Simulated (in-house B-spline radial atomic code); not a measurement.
# V: ionisation energy by several methods

An exercise on one series of results from a longer session: the logs are not shown, and one member is left open.

Program: in-house B-spline radial atomic code version 1. Level of theory: non-relativistic, several functionals, spin-polarised, exact exchange averaged over the configuration; spherical all-electron atom at the radial basis limit. These are calculated values, not measurements, unless marked.

## The system

* element: vanadium (Z = 23)
* charge: 0
* electrons: 23
* configuration: [Ar] 3d3 4s2
* nucleus: point

Outer shells as boxes (Hund's rule):

[Ar] 3d3 4s2
```
[Ar] core
3d [↑ ][↑ ][↑ ][  ][  ]
4s [↑↓]
```

Where spins are not typed, each open shell is filled with up spins first.

The first run:

Settings of the run:

```ini
Z = 23
electrons = 23.0
configuration = [Ar] 3d3 4s2
hamiltonian = nr
method = b3lyp
spin_polarised = True
exact_exchange = averaged over the configuration
```

Command:

```sh
$ python run_scf.py task.json out
```

task.json lists these runs, among others, and the program works through them in turn.

Among the steps run: B3LYP; HSE06; M06-2X; r2SCAN0; B97-1.

One table of the session follows, with a row left open; its other results are not shown here.

```
 method  ΔSCF (eV)
  B3LYP      6.049
 M06-2X      6.722
r2SCAN0      5.403
  B97-1          ?
  HSE06      5.700
```

Q: Estimate the row for B97-1 from the others.

The run gave: ΔSCF (eV): 6.023. In the column «ΔSCF (eV)» it lies between HSE06 (5.700) and B3LYP (6.049).
